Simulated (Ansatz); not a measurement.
# SnSe2: an axial (c/a) deformation path

The task here is to estimate one member of a computed series from the others.

The COD entry's cell or inner coordinates are ideal or old and differ from later refinements, so a difference from it is no clean test against experiment.

Program: Ansatz 0.2.0. Level of theory: DFT r2SCAN, scalar-relativistic, plane waves, PAW. These are calculated values, not measurements.

## The starting structure

Symmetry: P-3m1, No. 164, trigonal system. Conventional cell: a = 3.811 Å, b = 3.811 Å, c = 6.137 Å, α = 90.00°, β = 90.00°, γ = 120.00°. Sn (site symmetry -3m) has 6 Se at 2.68 Å as nearest neighbours. Se (site symmetry 3m) has 3 Sn at 2.68 Å as nearest neighbours.

Coordinates:

```xyz
3
Lattice="3.8110 0.0000 0.0000 -1.9055 3.3004 0.0000 0.0000 0.0000 6.1370" Properties=species:S:1:pos:R:3 pbc="T T T"
Sn    0.0000    0.0000    0.0000
Se    0.0000    2.2003    1.5342
Se    1.9055    1.1001    4.6027
```

The cell is taken as given, not relaxed at this level.

The first run:

At fixed volume and fractional coordinates, lengths along (0.000, 0.000, 1.000) are scaled against those across it; ρ is that ratio over its starting value.

Contents of input.yaml:

```yaml
crystal:
  lattice:
    - [4.0231463824, 0.0, 0.0]
    - [-2.0115731912, 3.4841469703, 0.0]
    - [0.0, 0.0, 5.5068351236]
  atoms:
    - { symbol: Sn, position: [0.0, 0.0, 0.0] }
    - { symbol: Se, position: [0.3333333333, 0.6666666667, 0.25] }
    - { symbol: Se, position: [0.6666666667, 0.3333333333, 0.75] }
basis:
  ecutwfc: 500
kpoints:
  mp_grid: { grid: [12, 12, 6] }
hamiltonian:
  xc: r2scan
scf:
  occupations: { method: gaussian, width: 0.05 }
output:
  forces: true
  stress: true
  eigenvalues: true
```

Command:

```sh
$ ansatz run input.yaml --threads 1 --pin off --max-ram 2560MiB --backend cpu --events-out ev --progress --plain --runs-dir out
```

Steps of the session up to this table: Point ρ = 0.850; Point ρ = 1.200; Point ρ = 0.920; Point ρ = 1.100; ρ = 0.960; ρ = 1.050; ρ = 0.800; Point ρ = 1.300.

One table of the session follows, with a row left open; its other results are not shown here.

It belongs to the step «The scan collected». 

```
    ρ  ΔE (meV/atom)  pressure (GPa)  gap on the mesh (eV)
0.800          143.5             2.2                  0.16
0.850           91.0             2.6                  0.07
0.920              ?               ?                     ?
0.960           11.2             3.2                  0.80
1.000            0.0             3.3                  1.01
1.050            2.1             3.4                  0.95
1.100           23.3             3.6                  0.68
1.200          124.1             4.0                  0.11
1.300          295.2             4.7                  0.00
```

**Question.** Estimate the row for ρ = 0.920.

Worked estimate for «ΔE (meV/atom)». A straight line through the neighbours (0.850, 91.0) and (0.960, 11.2) gives 91.0 + (11.2 − 91.0) × (0.920 − 0.850) / (0.960 − 0.850) = 40.2; a parabola fitted to 4 rows on both sides gives 33.9.

As computed: ΔE (meV/atom): 32.7; pressure (GPa): 3.0; gap on the mesh (eV): 0.53. In «ΔE (meV/atom)» the line misses by +7.5 and the parabola by +1.2.

Where the gap reads zero, the mesh chosen for the insulator is on the coarse side.

Limits of these values: Layers here are held mostly by dispersion, which this level lacks, so their spacing and the stiffness across them are unreliable there.
